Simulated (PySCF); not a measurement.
# EuH12N4 (Eu(NH3)43+): the cost of one run

Computed with PySCF 2.14.0. Level: several levels, as the steps say, no spin–orbit coupling.

2 further runs of the same task are left out: 2 for a known fault of the program.

**1. The system as given**

17 atoms, charge 3, spin multiplicity 1.

Bond lengths: Eu1–N2 2.474 Å, Eu1–N6 2.474 Å, Eu1–N10 2.476 Å, Eu1–N14 2.476 Å, N2–H3 1.034 Å, N2–H4 1.034 Å, N2–H5 1.034 Å, N6–H7 1.034 Å, N6–H8 1.034 Å, N6–H9 1.034 Å, N10–H11 1.034 Å, N10–H12 1.034 Å, N10–H13 1.034 Å, N14–H15 1.034 Å, N14–H16 1.034 Å, N14–H17 1.034 Å. Angles: N2–Eu1–N6 109.7°, N2–Eu1–N10 109.4°, N2–Eu1–N14 109.4°, N6–Eu1–N10 109.4°, N6–Eu1–N14 109.4°, N10–Eu1–N14 109.3°, Eu1–N2–H3 115.7°, Eu1–N2–H4 115.5°, Eu1–N2–H5 115.5°, H3–N2–H4 102.7°, H3–N2–H5 102.7°, H4–N2–H5 102.8°, Eu1–N6–H7 115.7°, Eu1–N6–H8 115.5°, Eu1–N6–H9 115.5°, H7–N6–H8 102.7°, H7–N6–H9 102.7°, H8–N6–H9 102.8° and more.

Geometry (Å):

| atom | x (Å) | y (Å) | z (Å) |
| --- | --- | --- | --- |
| Eu1 | 0.00000 | 0.00000 | 0.00459 |
| N2 | 1.43089 | 1.43089 | 1.42839 |
| H3 | 1.31054 | 1.31054 | 2.44830 |
| H4 | 2.44986 | 1.30729 | 1.30305 |
| H5 | 1.30729 | 2.44986 | 1.30305 |
| N6 | -1.43089 | -1.43089 | 1.42839 |
| H7 | -1.31054 | -1.31054 | 2.44830 |
| H8 | -2.44986 | -1.30729 | 1.30305 |
| H9 | -1.30729 | -2.44986 | 1.30305 |
| N10 | 1.42837 | -1.42837 | -1.42755 |
| H11 | 2.06737 | -2.06737 | -0.92489 |
| H12 | 0.92346 | -2.06575 | -2.06633 |
| H13 | 2.06575 | -0.92346 | -2.06633 |
| N14 | -1.42837 | 1.42837 | -1.42755 |
| H15 | -2.06737 | 2.06737 | -0.92489 |
| H16 | -0.92346 | 2.06575 | -2.06633 |
| H17 | -2.06575 | 0.92346 | -2.06633 |

Formal oxidation states: Eu +3. Each metal's 6 4f electrons lie in its core potential, so multiplicities, spins and levels count the valence alone. An earlier session relaxed this geometry at PBE0, Eu lcecp-1-SVP with ECP52, N def2-SVP, H def2-SVP (singlet, point group D2d). Its vibrations showed it to be a saddle point, relaxed within its symmetry.

At PBE0 on the finer grid: E = -260.210785 Eh, HOMO -23.36 eV, LUMO -14.57 eV, Mulliken charge on Eu1 +1.63 e, largest force component 0.006 eV/Å. 

Levels to run: BLYP; B3LYP; revPBE; M06-L; PBE0, TZVP. Hardware: 4 threads of Intel Xeon Platinum 8259CL at 2.50GHz (Skylake/Cascade Lake), shared host.

**2. BLYP**

Contents of run.py (the lines that set the calculation):

```python
mol = gto.M(atom='''
Eu     0.00000     0.00000     0.00459
N      1.43089     1.43089     1.42839
H      1.31054     1.31054     2.44830
H      2.44986     1.30729     1.30305
H      1.30729     2.44986     1.30305
N     -1.43089    -1.43089     1.42839
H     -1.31054    -1.31054     2.44830
H     -2.44986    -1.30729     1.30305
H     -1.30729    -2.44986     1.30305
N      1.42837    -1.42837    -1.42755
H      2.06737    -2.06737    -0.92489
H      0.92346    -2.06575    -2.06633
H      2.06575    -0.92346    -2.06633
N     -1.42837     1.42837    -1.42755
H     -2.06737     2.06737    -0.92489
H     -0.92346     2.06575    -2.06633
H     -2.06575     0.92346    -2.06633''',
    basis={'Eu': 'lcecp-1-SVP', 'N': 'def2-SVP', 'H': 'def2-SVP'},
    ecp={'Eu': 'lcecp-1-SVP'},
    charge=3, spin=0)
mf = dft.RKS(mol, xc='BLYP')
mf.grids.atom_grid = (75, 302)  # f atoms: unpruned, at least (60, 302)
mf = mf.density_fit()  # fitting sets: Eu AutoAux, N def2-universal-JKFIT, H def2-universal-JKFIT
mf.conv_tol = 1e-08; mf.max_cycle = 55
mf.kernel(dm0)  # dm0: the density of the relaxed state
```

Launch:

```console
$ OMP_NUM_THREADS=4 python run.py
```

**Question.** How long does this run take on 4 threads of Intel Xeon Platinum 8259CL at 2.50GHz (Skylake/Cascade Lake), shared host?

About 14 s.
